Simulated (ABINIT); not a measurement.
# BiS (Pm-3m) in ABINIT: single point with PBE

Aim: the single point of BiS with PBE.

Program: ABINIT 10.8.3 (patched build). These are calculated values, not measurements. Logs are shortened: lines on timing, memory, paths and dates and some standing lists are left out, and cuts for length are marked. The log counts tension as positive stress, the text compression.

## 1. The crystal as given

The structure is cubic, space group Pm-3m (No. 221). Conventional cell: a = 4.003 Å, b = 4.003 Å, c = 4.003 Å, α = 90.00°, β = 90.00°, γ = 90.00°. Bi (site symmetry m-3m) has 8 S at 3.47 Å as nearest neighbours. S (site symmetry m-3m) has 8 Bi at 3.47 Å as nearest neighbours.

The cell was built by a generator and needn't be a form met in nature.

## 2. Single point, PBE

run.abi

```
# Pseudopotentials
pp_dirpath "./"
pseudos "Bi_ONCV_PBE-1.2.upf, S_ONCV_PBE-1.2.upf"

# Structure
acell 3*1.0 Angstrom
rprim
     4.0029443400     0.0000000000     0.0000000000
     0.0000000000     4.0029443400     0.0000000000
     0.0000000000     0.0000000000     4.0029443400
ntypat 2
znucl 83 16
natom 2
typat 1 2
xred
     0.5000000000     0.5000000000     0.5000000000
     0.0000000000     0.0000000000     0.0000000000

# Plane-wave basis
ecut 22.0

# k points
kptopt 1
ngkpt 5 5 5
nshiftk 1
shiftk 0.0 0.0 0.0

# Exchange and correlation
ixc 11

# Bands and occupations
nband 15
occopt 3
tsmear 0.05 eV

# SCF cycle
nstep 100
tolvrs 1.0e-10

# Output
iomode 3
prtwf 0
prteig 0
prtebands 0
enunit 2
prtden 1
prtvha 1
prtvclmb 1
prtpot 1
prtelf 1
```

Potentials or basis: SG15 NC PBE v1.2.

The run is started by

```console
$ abinit run.abi > log 2>&1
```

run.abo:

```text
.Version 10.8.3 of ABINIT
 Symmetries : space group Pm -3 m (#221); Bravais cP (primitive cubic)
================================================================================
 Values of the parameters that define the memory need of the present run
     intxc =       0    ionmov =       0      iscf =       7    lmnmax =       8
     lnmax =       8     mgfft =      32  mpssoang =       4    mqgrid =    3001
     natom =       2  nloc_mem =       1    nspden =       1   nspinor =       1
    nsppol =       1      nsym =      48    n1xccc =       0    ntypat =       2
    occopt =       3   xclevel =       2
       mpw =        2158          nfft =       32768          nkpt =          10
================================================================================
================================================================================

--------------------------------------------------------------------------------
------------- Echo of variables that govern the present computation ------------
--------------------------------------------------------------------------------
 -outvars: echo values of preprocessed input variables --------
            acell      1.8897261259E+00  1.8897261259E+00  1.8897261259E+00 Bohr
              amu      2.08980370E+02  3.20660000E+01
             ecut      2.20000000E+01 Hartree
           enunit           2
              ixc          11
         kptrlatt        5    0    0      0    5    0      0    0    5
          kptrlen      3.78223425E+01
            natom           2
            nband          15
            ngfft          32      32      32
             nkpt          10
            nstep         100
             nsym          48
           ntypat           2
           occopt           3
        prtebands           0
           prteig           0
           prtelf           1
           prtpot           1
         prtvclmb           1
           prtvha           1
            prtwf           0
            rprim      4.0029443400E+00  0.0000000000E+00  0.0000000000E+00
                       0.0000000000E+00  4.0029443400E+00  0.0000000000E+00
                       0.0000000000E+00  0.0000000000E+00  4.0029443400E+00
          spgroup         221
           tolvrs      1.00000000E-10
           tsmear      1.83746611E-03 Hartree
            typat      1  2
           xangst      2.0014721700E+00  2.0014721700E+00  2.0014721700E+00
                       0.0000000000E+00  0.0000000000E+00  0.0000000000E+00
            xcart      3.7822342499E+00  3.7822342499E+00  3.7822342499E+00
                       0.0000000000E+00  0.0000000000E+00  0.0000000000E+00
             xred      5.0000000000E-01  5.0000000000E-01  5.0000000000E-01
                       0.0000000000E+00  0.0000000000E+00  0.0000000000E+00
            znucl       83.00000   16.00000

================================================================================

 chkinp: Checking input parameters for consistency.

================================================================================
== DATASET  1 ==================================================================

--- !DatasetInfo
iteration_state: {dtset: 1, }
dimensions: {natom: 2, nkpt: 10, mband: 15, nsppol: 1, nspinor: 1, nspden: 1, mpw: 2158, }
cutoff_energies: {ecut:  22.0, pawecutdg:  -1.0, }
electrons: {nelect:   2.10000000E+01, charge:   0.00000000E+00, occopt:   3.00000000E+00, tsmear:   1.83746611E-03, }
meta: {optdriver: 0, ionmov: 0, optcell: 0, iscf: 7, paral_kgb: 0, }
...

 Exchange-correlation functional for the present dataset will be:
  GGA: Perdew-Burke-Ernzerhof functional - ixc=11
  J.P.Perdew, K.Burke, M.Ernzerhof, PRL 77, 3865 (1996)

 Real(R)+Recip(G) space primitive vectors, cartesian coordinates (Bohr,Bohr^-1):
 R(1)=  7.5644685  0.0000000  0.0000000  G(1)=  0.1321970  0.0000000  0.0000000
 R(2)=  0.0000000  7.5644685  0.0000000  G(2)=  0.0000000  0.1321970  0.0000000
 R(3)=  0.0000000  0.0000000  7.5644685  G(3)=  0.0000000  0.0000000  0.1321970
 Unit cell volume ucvol=  4.3284784E+02 bohr^3
 Angles (23,13,12)=  9.00000000E+01  9.00000000E+01  9.00000000E+01 degrees

 getcut: wavevector=  0.0000  0.0000  0.0000  ngfft=  32  32  32
         ecut(hartree)=     22.000   => boxcut(ratio)=   2.00353

--- Pseudopotential description ------------------------------------------------
- pspini: atom type   1  psp file is ./Bi_ONCV_PBE-1.2.upf
12 -101130 3 -1 602                           pspcod,pspxc,lmax,lloc,mmax
     nproj     2     2     2     2

- pspini: atom type   2  psp file is ./S_ONCV_PBE-1.2.upf
12 -101130 1 -1 602                           pspcod,pspxc,lmax,lloc,mmax
     nproj     2     2     0     0

   1.49504725E+03                                ecore*ucvol(ha*bohr**3)
--------------------------------------------------------------------------------

================================================================================

--- !BeginCycle
iteration_state: {dtset: 1, }
solver: {iscf: 7, nstep: 100, nline: 4, wfoptalg: 0, }
tolerances: {tolvrs: 1.00E-10, }
...

     iter   Etot(hartree)      deltaE(h)  residm     vres2
 ETOT  1  -78.046244319684    -7.805E+01 4.239E-02 2.637E+02
 ETOT  2  -78.044999707251     1.245E-03 1.779E-03 2.668E+02
 ETOT  3  -78.141487663882    -9.649E-02 1.156E-03 9.313E+00
 ETOT  4  -78.144512163681    -3.024E-03 1.172E-04 1.462E-01
 ETOT  5  -78.144571797476    -5.963E-05 4.521E-05 9.054E-04
 ETOT  6  -78.144571974295    -1.768E-07 2.270E-05 8.126E-04
 ETOT  7  -78.144572244958    -2.707E-07 9.071E-06 4.307E-06
 ETOT  8  -78.144572246336    -1.379E-09 4.992E-06 4.947E-08
 ETOT  9  -78.144572246357    -2.122E-11 1.956E-06 3.413E-09
 ETOT 10  -78.144572246359    -1.378E-12 1.078E-06 4.884E-12

 At SCF step   10       vres2   =  4.88E-12 < tolvrs=  1.00E-10 =>converged.

 Compute ELF
--------------------------------------------------------------------------------

 Compute kinetic energy density

 Compute gradient of the electron density
 Electron Localization Function (ELF) [min:0;max:1]
)     Maximum=    8.6460E-01  at reduced coord.    0.8750    0.8750    0.9063
)     Minimum=    2.8070E-07  at reduced coord.    0.0000    0.0000    0.0000
   Integrated=    1.3455E+02

--------------------------------------------------------------------------------
 End of ELF section

 Cartesian components of stress tensor (hartree/bohr^3)
  sigma(1 1)=  3.67503016E-04  sigma(3 2)=  0.00000000E+00
  sigma(2 2)=  3.67503016E-04  sigma(3 1)=  0.00000000E+00
  sigma(3 3)=  3.67503016E-04  sigma(2 1)=  0.00000000E+00

--- !ResultsGS
iteration_state: {dtset: 1, }
comment   : Summary of ground state results
lattice_vectors:
- [  7.5644685,   0.0000000,   0.0000000, ]
- [  0.0000000,   7.5644685,   0.0000000, ]
- [  0.0000000,   0.0000000,   7.5644685, ]
lattice_lengths: [   7.56447,    7.56447,    7.56447, ]
lattice_angles: [ 90.000,  90.000,  90.000, ] # degrees, (23, 13, 12)
lattice_volume:   4.3284784E+02
convergence: {deltae: -1.378E-12, res2:  4.884E-12, residm:  1.078E-06, diffor: null, }
etotal    :  -7.81445722E+01
entropy   :   0.00000000E+00
fermie    :   9.17993810E-02
cartesian_stress_tensor: # hartree/bohr^3
- [  3.67503016E-04,   0.00000000E+00,   0.00000000E+00, ]
- [  0.00000000E+00,   3.67503016E-04,   0.00000000E+00, ]
- [  0.00000000E+00,   0.00000000E+00,   3.67503016E-04, ]
pressure_GPa:  -1.0812E+01
xred      :
- [  5.0000E-01,   5.0000E-01,   5.0000E-01, Bi]
- [  0.0000E+00,   0.0000E+00,   0.0000E+00,  S]
cartesian_forces: # hartree/bohr
- [ -0.00000000E+00,  -0.00000000E+00,  -0.00000000E+00, ]
- [ -0.00000000E+00,  -0.00000000E+00,  -0.00000000E+00, ]
force_length_stats: {min:   0.00000000E+00, max:   0.00000000E+00, mean:   0.00000000E+00, }
...

 Integrated electronic density in atomic spheres:
 ------------------------------------------------
 Atom  Sphere_radius  Integrated_density
    1        2.00000         10.64056033
    2        2.00000          3.68634086
================================================================================

 ----iterations are completed or convergence reached----

 Mean square residual over all n,k,spin=   98.493E-10; max=  10.785E-07
 reduced coordinates (array xred) for    2 atoms
       0.500000000000      0.500000000000      0.500000000000
       0.000000000000      0.000000000000      0.000000000000
 rms dE/dt=  0.0000E+00; max dE/dt=  0.0000E+00; dE/dt below (all hartree)
    1       0.000000000000      0.000000000000      0.000000000000
    2       0.000000000000      0.000000000000      0.000000000000

 cartesian coordinates (angstrom) at end:
    1      2.00147217000000     2.00147217000000     2.00147217000000
    2      0.00000000000000     0.00000000000000     0.00000000000000

 cartesian forces (hartree/bohr) at end:
    1     -0.00000000000000    -0.00000000000000    -0.00000000000000
    2     -0.00000000000000    -0.00000000000000    -0.00000000000000
 frms,max,avg= 0.0000000E+00 0.0000000E+00   0.000E+00  0.000E+00  0.000E+00 h/b

 cartesian forces (eV/Angstrom) at end:
    1     -0.00000000000000    -0.00000000000000    -0.00000000000000
    2     -0.00000000000000    -0.00000000000000    -0.00000000000000
 frms,max,avg= 0.0000000E+00 0.0000000E+00   0.000E+00  0.000E+00  0.000E+00 e/A
 length scales=  1.889726125908  1.889726125908  1.889726125908 bohr
              =  1.000000000000  1.000000000000  1.000000000000 angstroms
 Fermi (or HOMO) energy (hartree) =   0.09180   Average Vxc (hartree)=  -0.33278
 Eigenvalues (hartree) for nkpt=  10  k points:
 kpt#   1, nband= 15, wtk=  0.00800, kpt=  0.0000  0.0000  0.0000 (reduced coord)
  -0.77523   -0.77523   -0.77350   -0.77350   -0.77350   -0.38410   -0.27247    0.01647
   0.01647    0.01647    0.18840    0.18840    0.18840    0.26305    0.26305
      occupation numbers for kpt#   1
   2.00000    2.00000    2.00000    2.00000    2.00000    2.00000    2.00000    2.00000
   2.00000    2.00000    0.00000    0.00000    0.00000    0.00000    0.00000
 prteigrs : prtvol=0 or 1, do not print more k-points.

 Fermi (or HOMO) energy (eV) =   2.49799   Average Vxc (eV)=  -9.05548
 Eigenvalues (   eV  ) for nkpt=  10  k points:
 kpt#   1, nband= 15, wtk=  0.00800, kpt=  0.0000  0.0000  0.0000 (reduced coord)
 -21.09510  -21.09510  -21.04802  -21.04802  -21.04802  -10.45181   -7.41440    0.44819
   0.44819    0.44819    5.12675    5.12675    5.12675    7.15792    7.15792
 prteigrs : prtvol=0 or 1, do not print more k-points.

--- !EnergyTerms
iteration_state     : {dtset: 1, }
comment             : Components of total free energy in Hartree
kinetic             :  3.59198093852592E+01
hartree             :  1.71473515158078E+01
xc                  : -9.94117438822343E+00
Ewald energy        : -5.84894442198237E+01
psp_core            :  3.45397875366242E+00
local_psp           : -4.47061545000704E+01
non_local_psp       : -2.15276832051370E+01
internal            : -7.81433166585251E+01
'-kT*entropy'       : -1.25558783365719E-03
total_energy        : -7.81445722463588E+01
total_energy_eV     : -2.12642213842264E+03
band_energy         : -8.93380757726684E+00
...

 Cartesian components of stress tensor (hartree/bohr^3)
  sigma(1 1)=  3.67503016E-04  sigma(3 2)=  0.00000000E+00
  sigma(2 2)=  3.67503016E-04  sigma(3 1)=  0.00000000E+00
  sigma(3 3)=  3.67503016E-04  sigma(2 1)=  0.00000000E+00

-Cartesian components of stress tensor (GPa)         [Pressure= -1.0812E+01 GPa]
- sigma(1 1)=  1.08123120E+01  sigma(3 2)=  0.00000000E+00
- sigma(2 2)=  1.08123120E+01  sigma(3 1)=  0.00000000E+00
- sigma(3 3)=  1.08123120E+01  sigma(2 1)=  0.00000000E+00

== END DATASET(S) ==============================================================
================================================================================

 -outvars: echo values of variables after computation  --------
            acell      1.8897261259E+00  1.8897261259E+00  1.8897261259E+00 Bohr
           etotal     -7.8144572246E+01
            fcart     -0.0000000000E+00 -0.0000000000E+00 -0.0000000000E+00
                      -0.0000000000E+00 -0.0000000000E+00 -0.0000000000E+00
            rprim      4.0029443400E+00  0.0000000000E+00  0.0000000000E+00
                       0.0000000000E+00  4.0029443400E+00  0.0000000000E+00
                       0.0000000000E+00  0.0000000000E+00  4.0029443400E+00
           strten      3.6750301602E-04  3.6750301602E-04  3.6750301602E-04
                       0.0000000000E+00  0.0000000000E+00  0.0000000000E+00
           xangst      2.0014721700E+00  2.0014721700E+00  2.0014721700E+00
                       0.0000000000E+00  0.0000000000E+00  0.0000000000E+00
             xred      5.0000000000E-01  5.0000000000E-01  5.0000000000E-01
                       0.0000000000E+00  0.0000000000E+00  0.0000000000E+00
 Calculation completed.
```

Run time: 17 s. Hardware: 1 thread of AMD EPYC, shared host; peak memory 0.06 GiB.

Results:

```
Free energy                                           : -2126.4221 eV
Pressure                                              : -10.8 GPa
Band gap on the k mesh                                : none (metal or under the smearing width)
Valence electrons inside the program's atomic spheres : Bi 10.64; S 3.69
```

Caveat: spin-orbit coupling is left out, which moves the levels of the heavy elements.
